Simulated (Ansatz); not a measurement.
# BClH₄N₂: small, medium and large basis sets

How large a basis does BClH₄N₂ need? Two functionals are run in growing sets.

Computed with Ansatz 0.2.0, Gaussian basis. Level: one geometry, several basis sets.

The runs, in order: PBE0-D4/def2-SVP; ωB97M-V/def2-SVP; PBE0-D4/def2-QZVPP; ωB97M-V/def2-QZVPP; the functionals' def2-TZVPP values are taken from earlier runs.

## 1. Structure used throughout

The geometry comes from an earlier relaxation with PBE0-D4 in a triple-zeta def2 set; it is a stationary point, not always the lowest conformer.

SMILES `NB(N)Cl`, 8 atoms, charge 0, spin multiplicity 1.

Atoms are counted from 1 here; the program's logs count them from 0.

Bond lengths: N1–B2 1.404 Å, N1–H5 1.003 Å, N1–H6 1.004 Å, B2–N3 1.404 Å, B2–Cl4 1.790 Å, N3–H7 1.003 Å, N3–H8 1.004 Å. Angles: B2–N1–H5 121.8°, B2–N1–H6 123.7°, H5–N1–H6 114.5°, N1–B2–N3 124.6°, N1–B2–Cl4 117.7°, N3–B2–Cl4 117.7°, B2–N3–H7 121.8°, B2–N3–H8 123.7°, H7–N3–H8 114.5°.

## 2. PBE0-D4 in def2-SVP

in.yaml reads:

```yaml
crystal:
  periodic: [false, false, false]
  atoms:
    - {symbol: N, position_ang: [-0.208041, 1.232158, -0.182996]}
    - {symbol: B, position_ang: [-0.246561, -0.169739, -0.246700]}
    - {symbol: N, position_ang: [0.583032, -1.024699, 0.496048]}
    - {symbol: Cl, position_ang: [-1.437172, -0.919852, -1.352728]}
    - {symbol: H, position_ang: [-0.821632, 1.803057, -0.733595]}
    - {symbol: H, position_ang: [0.422791, 1.745401, 0.405360]}
    - {symbol: H, position_ang: [0.519284, -2.022357, 0.417362]}
    - {symbol: H, position_ang: [1.280398, -0.701169, 1.141446]}
basis:
  gaussian: {orbitals: def2-SVP}
hamiltonian: {xc: pbe0, dispersion: d4}
output: {orbitals: {seedname: orbitals}}
```

Started as:

```console
> ansatz run in.yaml --threads 4 --pin off --events-out ev --progress --plain --max-ram 10444MiB
```

Further steps of the session: ωB97M-V in def2-SVP; PBE0-D4 in def2-QZVPP; ωB97M-V in def2-QZVPP.

Q: Predict the results of all the runs planned. Wanted: PBE0-D4: double and triple zeta above quadruple; ωB97M-V: double and triple zeta above quadruple.

The runs gave:

```
                                       quantity          value
PBE0-D4: double and triple zeta above quadruple  9.22, 0.60 eV
ωB97M-V: double and triple zeta above quadruple  9.30, 0.57 eV
```

**Reading.** PBE0-D4 gains 8.61 eV from double to triple zeta, then 0.60 eV more. Total energies overstate the basis error of differences, where much of it tends to cancel. The LUMO of ωB97M-V is positive and keeps falling with the basis (3.28 to 1.57 eV): an unbound level that the basis holds in place.
